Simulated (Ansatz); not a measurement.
# GaH₅O₃Si: a ladder of functionals and wavefunction methods

The task here is to estimate one member of a computed series from the others.

Program: Ansatz 0.2.0, Gaussian basis. Level of theory: functionals in def2-TZVPP, the program's frozen cores in correlated methods. These are calculated values, not measurements.

The runs, in order: PBE-D4, r2SCAN-D4, PBE0-D4, B3LYP-D4, ωB97X-V, ωB97M-V, B2PLYP; CCSD(T)/def2-TZVPP; MP2/def2-QZVPP; extrapolation to the limit.

## The relaxed structure

All runs share one geometry, relaxed beforehand with PBE0-D4 in a triple-zeta def2 set.

SMILES `[OH][Ga]([OH])[O][SiH3]`, 10 atoms, charge 0, spin multiplicity 1.

Atoms are counted from 1 here; the program's logs count them from 0.

Bond lengths: O1–Ga2 1.769 Å, O1–H6 0.960 Å, Ga2–O3 1.772 Å, Ga2–O4 1.766 Å, O3–H7 0.960 Å, O4–Si5 1.636 Å, Si5–H8 1.486 Å, Si5–H9 1.488 Å, Si5–H10 1.488 Å. Angles: Ga2–O1–H6 113.3°, O1–Ga2–O3 121.2°, O1–Ga2–O4 119.1°, O3–Ga2–O4 119.8°, Ga2–O3–H7 113.1°, Ga2–O4–Si5 138.2°, O4–Si5–H8 108.1°, O4–Si5–H9 111.1°, O4–Si5–H10 111.1°, H8–Si5–H9 109.0°, H8–Si5–H10 109.0°, H9–Si5–H10 108.5°.

Set-up of the first run:

Input file in.yaml:

```yaml
crystal:
  periodic: [false, false, false]
  atoms:
    - {symbol: O, position_ang: [-1.802681, -0.661227, -1.166082]}
    - {symbol: Ga, position_ang: [-0.610295, 0.600676, -0.827698]}
    - {symbol: O, position_ang: [-0.651138, 2.152674, -1.680980]}
    - {symbol: O, position_ang: [0.638351, 0.297892, 0.383726]}
    - {symbol: Si, position_ang: [1.090816, -0.906403, 1.393787]}
    - {symbol: H, position_ang: [-2.442155, -0.410483, -1.836838]}
    - {symbol: H, position_ang: [0.048418, 2.751196, -1.408511]}
    - {symbol: H, position_ang: [2.266853, -0.439072, 2.171914]}
    - {symbol: H, position_ang: [-0.006059, -1.256095, 2.336893]}
    - {symbol: H, position_ang: [1.467900, -2.129159, 0.633790]}
basis:
  gaussian: {orbitals: def2-TZVPP}
hamiltonian: {xc: pbe, dispersion: d4}
output: {forces: true, orbitals: {seedname: orbitals}}
```

Command:

```
$ ansatz run in.yaml --threads 2 --pin off --events-out ev --progress --plain --max-ram 32768MiB --backend cpu
```

Steps of the session up to this table: PBE-D4 (GGA); r2SCAN-D4 (meta-GGA); PBE0-D4 (hybrid); B3LYP-D4 (hybrid); ωB97X-V (range-separated); ωB97M-V (range-separated); B2PLYP (double hybrid); CCSD(T) in def2-TZVPP; MP2 in def2-QZVPP.

One of the session's tables, all rows but one given; the rest of the session is left out.

```
            method  atomisation energy (kJ/mol)
            PBE-D4                       3478.2
         r2SCAN-D4                       3471.7
           PBE0-D4                       3398.5
          B3LYP-D4                       3430.3
           ωB97X-V                       3482.0
           ωB97M-V                       3462.1
            B2PLYP                       3428.8
     HF/def2-TZVPP                       2424.0
    MP2/def2-TZVPP                       3504.1
   CCSD/def2-TZVPP                            ?
CCSD(T)/def2-TZVPP                       3407.6
           MP2/CBS                       3600.3
       CCSD(T)/CBS                       3503.8
```

Estimate the missing values for CCSD/def2-TZVPP.

**Answer.** atomisation energy (kJ/mol): 3351.4. In the column «atomisation energy (kJ/mol)» it lies between HF/def2-TZVPP (2424.0) and PBE0-D4 (3398.5).

Limits of these values: Free atoms (3 O, 1 Ga, 1 Si, 5 H) were run apart at each level; the atomisation energy is their sum less the molecule, without zero-point or spin-orbit terms.
